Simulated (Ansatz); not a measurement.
# TaSiH₂+ (septet): wave-function methods side by side, def2-SVP

The task here is to estimate one member of a computed series from the others.

Method: def2-SVP, core rule «outside noble gas», up to 9 orbitals frozen; program: Ansatz 0.2.0, Gaussian basis.

To be run: UHF; CCSD(T) on ROHF; CCSD(T) on UHF; CISD as a restricted active space (open shells left free, so some higher excitations enter); CCSDT(Q) on ROHF; CCSDT(Q) on UHF; CASSCF and MRCISD+Q, 10 electrons in 11 orbitals; CASSCF and NEVPT2, 10 electrons in 11 orbitals.

15 further runs of the same task are left out: 4 that didn't finish, 11 set aside as unsound or not needed. Runs told in other sessions of the task aren't counted.

## What is computed

The geometry is a PBE0/def2-TZVP stationary point (not a proven minimum) of the parent state, kept for this charge and spin. No spin-orbit coupling is included. Elements past krypton take def2 core potentials.

4 atoms, charge 1, spin multiplicity 7.

Atoms are counted from 1 here; the program's logs count them from 0.

Bond lengths: Ta1–Si2 2.479 Å, Si2–H3 1.486 Å, Si2–H4 1.486 Å. Angles: Ta1–Si2–H3 125.2°, Ta1–Si2–H4 125.2°, H3–Si2–H4 109.7°.

The first run:

File in.yaml:

```yaml
crystal:
  periodic: [false, false, false]
  atoms:
    - {symbol: Ta, position_ang: [0.000000, 0.000000, 0.361791]}
    - {symbol: Si, position_ang: [0.000000, 0.000000, -2.117512]}
    - {symbol: H, position_ang: [0.000000, -1.215003, -2.973363]}
    - {symbol: H, position_ang: [0.000000, 1.215003, -2.973363]}
basis:
  gaussian: {orbitals: def2-SVP}
total_charge: 1
magnetization: {spin_polarized: true, initial_magnetization: 6}
hamiltonian: {xc: hf}
output: {orbitals: {seedname: orbitals}}
```

Run with:

```console
ansatz run in.yaml --threads 1 --pin off --events-out ev --progress --plain --max-ram 2393MiB
```

Among the steps run: UHF; CCSD(T) on ROHF; CCSD(T) on UHF; CISD as a restricted active space (open shells left free, so some higher excitations enter); CCSDT(Q) on ROHF; CCSDT(Q) on UHF; CASSCF and MRCISD+Q, 10 electrons in 11 orbitals; CASSCF and NEVPT2, 10 electrons in 11 orbitals.

One table of the session follows, with a row left open; its other results are not shown here.

It belongs to the step «Misses and costs». 

| method | from RCCSDT(Q) (kJ/mol) |
| --- | --- |
| ROHF | +388.4 |
| UHF | +375.1 |
| RMP2 | +94.7 |
| UMP2 | ? |
| RCCSD | +13.0 |
| UCCSD | +4.0 |
| RCCSD(T) | +3.3 |
| UCCSD(T) | -5.5 |
| RCCSDT | +0.4 |
| UCCSDT | -8.4 |
| RCCSDT(Q) | 0 |
| UCCSDT(Q) | -8.8 |
| CASSCF frontier | +285.9 |
| NEVPT2 frontier | +95.8 |
| MRCISD frontier | +24.5 |
| MRCISD+Q frontier | +6.1 |

Q: Estimate the row for UMP2 from the others.

As computed: from RCCSDT(Q) (kJ/mol): +85.2. In the column «from RCCSDT(Q) (kJ/mol)» it lies between MRCISD frontier (+24.5) and RMP2 (+94.7).

Not comparable, so not listed: CISD as a restricted active space (open shells left free, so some higher excitations enter) (they don't share determinant, frozen orbitals or solution with the rows shown, or repeat one).

To keep in mind: Restricted and unrestricted rows rest on different reference determinants; a gap between their highest levels can come from leftover correlation error, from unlike frozen cores or from another state.
